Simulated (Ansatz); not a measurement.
# CH₄Cl₂OSi₂: up Jacob's ladder to CCSD(T)

How much do the methods differ for CH₄Cl₂OSi₂? The plan is to run it at one geometry with functionals of several rungs and with coupled cluster. The yardstick is the atomisation energy at the CCSD(T) limit.

The runs use Ansatz 0.2.0, Gaussian basis; functionals in def2-TZVPP, the program's frozen cores in correlated methods.

Levels to be run: LDA (SPW92), PBE-D4, revPBE-D4, BLYP-D4, r2SCAN-D4, B97M-V, PBE0-D4, B3LYP-D4, r2SCANh-D4, r2SCAN0-D4, HSE06-D4, BHLYP-D4, CAM-B3LYP-D4, LC-ωPBE, ωB97X-V, ωB97M-V, B2PLYP, PBE-QIDH; CCSD(T)/def2-SVP; CCSD(T)/def2-TZVPP; MP2/def2-QZVPP; extrapolation to the limit; RPA on PBE.

**1. The geometry**

The geometry comes from an earlier relaxation with PBE0-D4 in a triple-zeta def2 set; it is a stationary point, not always the lowest conformer.

SMILES `[SiH3][SiH]1OC1(Cl)Cl`, 10 atoms, charge 0, spin multiplicity 1.

Atoms are counted from 1 here; the program's logs count them from 0.

Bond lengths: Si1–Si2 2.332 Å, Si1–H7 1.481 Å, Si1–H8 1.486 Å, Si1–H9 1.486 Å, Si2–O3 1.702 Å, Si2–C4 1.825 Å, Si2–H10 1.482 Å, O3–C4 1.397 Å, C4–Cl5 1.759 Å, C4–Cl6 1.761 Å. Angles: Si2–Si1–H7 108.9°, Si2–Si1–H8 108.9°, Si2–Si1–H9 108.0°, H7–Si1–H8 110.7°, H7–Si1–H9 110.9°, H8–Si1–H9 109.3°, Si1–Si2–O3 116.4°, Si1–Si2–C4 121.9°, Si1–Si2–H10 118.9°, O3–Si2–C4 46.5°, O3–Si2–H10 113.7°, C4–Si2–H10 117.5°, Si2–O3–C4 71.4°, Si2–C4–O3 62.1°, Si2–C4–Cl5 122.7°, Si2–C4–Cl6 123.0°, O3–C4–Cl5 113.6°, O3–C4–Cl6 113.6° and more.

**2. LDA**

This LDA is Slater exchange with PW92 correlation.

in.yaml

```yaml
crystal:
  periodic: [false, false, false]
  atoms:
    - {symbol: Si, position_ang: [-0.454836, -1.413106, 1.163632]}
    - {symbol: Si, position_ang: [0.778516, -0.013179, -0.235593]}
    - {symbol: O, position_ang: [0.101715, 0.316163, -1.762217]}
    - {symbol: C, position_ang: [0.049591, 1.480024, -0.990456]}
    - {symbol: Cl, position_ang: [1.025634, 2.794918, -1.632002]}
    - {symbol: Cl, position_ang: [-1.589723, 2.025446, -0.647670]}
    - {symbol: H, position_ang: [-1.882686, -1.025437, 1.093343]}
    - {symbol: H, position_ang: [-0.269757, -2.819393, 0.720767]}
    - {symbol: H, position_ang: [0.069482, -1.259045, 2.545245]}
    - {symbol: H, position_ang: [2.255263, -0.137590, -0.252148]}
basis:
  gaussian: {orbitals: def2-TZVPP}
hamiltonian: {xc: lda}
output: {orbitals: {seedname: orbitals}}
```

Launch:

```sh
> ansatz run in.yaml --threads 4 --pin off --events-out ev --progress --plain --max-ram 10444MiB
```

Further steps of the session: PBE-D4 (GGA); revPBE-D4 (GGA); BLYP-D4 (GGA); r2SCAN-D4 (meta-GGA); B97M-V (meta-GGA); PBE0-D4 (hybrid); B3LYP-D4 (hybrid); r2SCANh-D4 (hybrid); r2SCAN0-D4 (hybrid); HSE06-D4 (hybrid); BHLYP-D4 (hybrid); CAM-B3LYP-D4 (range-separated); LC-ωPBE (range-separated); ωB97X-V (range-separated); ωB97M-V (range-separated); B2PLYP (double hybrid); PBE-QIDH (double hybrid); CCSD(T) in def2-SVP; CCSD(T) in def2-TZVPP; MP2 in def2-QZVPP; RPA on PBE orbitals.

Before running them: what should the planned runs give, taken together? Wanted: atomisation energy, CCSD(T)/CBS; farthest beyond LDA; mean size of error, GGA; mean size of error, meta-GGA; mean size of error, hybrid; mean size of error, range-separated; mean size of error, double hybrid; gap, smallest and largest; T1 diagnostic.

The runs gave:

| quantity | value |
| --- | --- |
| atomisation energy, CCSD(T)/CBS | 3169.5 kJ/mol |
| functionals within 15.8 kJ/mol (0.5 %) | revPBE-D4, PBE0-D4, r2SCANh-D4, HSE06-D4, ωB97M-V |
| farthest beyond LDA | BHLYP-D4 (-144.7 kJ/mol) |
| mean size of error, GGA | 35.5 kJ/mol |
| mean size of error, meta-GGA | 27.4 kJ/mol |
| mean size of error, hybrid | 40.0 kJ/mol |
| mean size of error, range-separated | 22.1 kJ/mol |
| mean size of error, double hybrid | 48.2 kJ/mol |
| gap, smallest and largest | 3.77 eV (LDA (SPW92)), 10.55 eV (LC-ωPBE) |
| T1 diagnostic | 0.0146 |
| triples share of the correlation energy | 4.4 % |

What this shows: LDA overbinds by 550.1 kJ/mol (17 %). PBE-D4 is off by +84.8 kJ/mol. Double hybrids carry the basis error of their MP2 part in triple zeta, and no dispersion term here, so their miss is partly the set-up's. Taken by rung, range-separated functionals do best (22.1 kJ/mol on average) and double hybrid ones worst beyond LDA (48.2 kJ/mol). hybrid functionals lie within the reference's doubt of that worst mean (40.0 kJ/mol), so those two tie. The gap between the best rungs is small, so their order is not settled. The reference freezes the cores and leaves out relativity and excitations past (T), so misses under about 15.8 kJ/mol can't be ranked. Hartree-Fock recovers 68 % of the binding; the rest is correlation. CCSD(T) in def2-SVP is off by -278.3 kJ/mol, which most functionals beat. The gap grows from 3.8 to 10.5 eV across the functionals, mostly with the share of exact exchange.
